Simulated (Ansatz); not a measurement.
# CH3FOSW: vertical ionisation energy

An exercise on one series of results from a longer session: the logs are not shown, and one member is left open.

The runs use Ansatz 0.2.0, Gaussian basis; unrestricted cation, the program's frozen cores in correlated methods.

Levels to be run: UKS PBE-D4/def2-TZVPP; UKS r2SCAN-D4/def2-TZVPP; UKS PBE0-D4/def2-TZVPP; UKS B3LYP-D4/def2-TZVPP; then −ε(HOMO) from the neutral's earlier runs with LDA (SPW92), PBE-D4, revPBE-D4, BLYP-D4, r2SCAN-D4, B97M-V, PBE0-D4, B3LYP-D4, r2SCANh-D4, r2SCAN0-D4, HSE06-D4, BHLYP-D4, CAM-B3LYP-D4, LC-ωPBE, ωB97X-V, ωB97M-V.

## Structure used throughout

An earlier PBE0-D4 in a triple-zeta def2 set relaxation fixed the geometry. W takes the def2 core potential; no spin-orbit term is included.

SMILES `[CH3][W](=[O])([F])=[S]`, 8 atoms, charge 0, spin multiplicity 1.

Atoms are counted from 1 here; the program's logs count them from 0.

Bond lengths: C1–W2 2.093 Å, C1–H6 1.091 Å, C1–H7 1.096 Å, C1–H8 1.093 Å, W2–O3 1.691 Å, W2–F4 1.855 Å, W2–S5 2.125 Å. Angles: W2–C1–H6 111.7°, W2–C1–H7 107.8°, W2–C1–H8 109.8°, H6–C1–H7 108.6°, H6–C1–H8 108.9°, H7–C1–H8 110.0°, C1–W2–O3 103.7°, C1–W2–F4 110.2°, C1–W2–S5 104.6°, O3–W2–F4 113.9°, O3–W2–S5 109.4°, F4–W2–S5 114.2°.

Set-up of the first run:

in.yaml

```yaml
crystal:
  periodic: [false, false, false]
  atoms:
    - {symbol: C, position_ang: [-0.919453, -0.218686, 0.574938]}
    - {symbol: W, position_ang: [0.827277, 0.106150, -0.532372]}
    - {symbol: O, position_ang: [2.039184, -0.594582, 0.417061]}
    - {symbol: F, position_ang: [0.666193, -0.646852, -2.219523]}
    - {symbol: S, position_ang: [1.070347, 2.217614, -0.541381]}
    - {symbol: H, position_ang: [-0.834847, 0.180790, 1.587074]}
    - {symbol: H, position_ang: [-1.080366, -1.301156, 0.638083]}
    - {symbol: H, position_ang: [-1.768334, 0.256712, 0.076111]}
basis:
  gaussian: {orbitals: def2-TZVPP}
total_charge: 1
magnetization: {spin_polarized: true, initial_magnetization: 1}
hamiltonian: {xc: pbe, dispersion: d4}
```

Launch:

```
> ansatz run in.yaml --threads 2 --pin off --events-out ev --progress --plain --max-ram 20480MiB --backend cpu
```

Among the steps run: Cation, UKS PBE-D4/def2-TZVPP; Cation, UKS r2SCAN-D4/def2-TZVPP; Cation, UKS PBE0-D4/def2-TZVPP; Cation, UKS B3LYP-D4/def2-TZVPP.

One table of the session follows, with a row left open; its other results are not shown here.

It belongs to the step «Ionisation energies side by side». Orbital estimates, from the neutral's runs:

| functional | −ε(HOMO) (eV) |
| --- | --- |
| LDA (SPW92) | 6.85 |
| PBE-D4 | 6.67 |
| revPBE-D4 | 6.60 |
| BLYP-D4 | 6.51 |
| r2SCAN-D4 | 6.96 |
| B97M-V | 7.00 |
| PBE0-D4 | 7.91 |
| B3LYP-D4 | 7.67 |
| r2SCANh-D4 | 7.42 |
| r2SCAN0-D4 | ? |
| HSE06-D4 | 7.51 |
| BHLYP-D4 | 8.99 |
| CAM-B3LYP-D4 | 9.18 |
| LC-ωPBE | 10.49 |
| ωB97X-V | 10.16 |
| ωB97M-V | 10.02 |

**Question.** Estimate the row for r2SCAN0-D4.

Worked estimate for «−ε(HOMO) (eV)». Against the share of exact exchange, r2SCAN-D4 (0, 6.96), r2SCANh-D4 (0.1, 7.42) give a slope of 4.60 per unit share; at 0.25 the line stands at 8.11.

As computed: −ε(HOMO) (eV): 8.10. In «−ε(HOMO) (eV)» the line misses by +0.01.
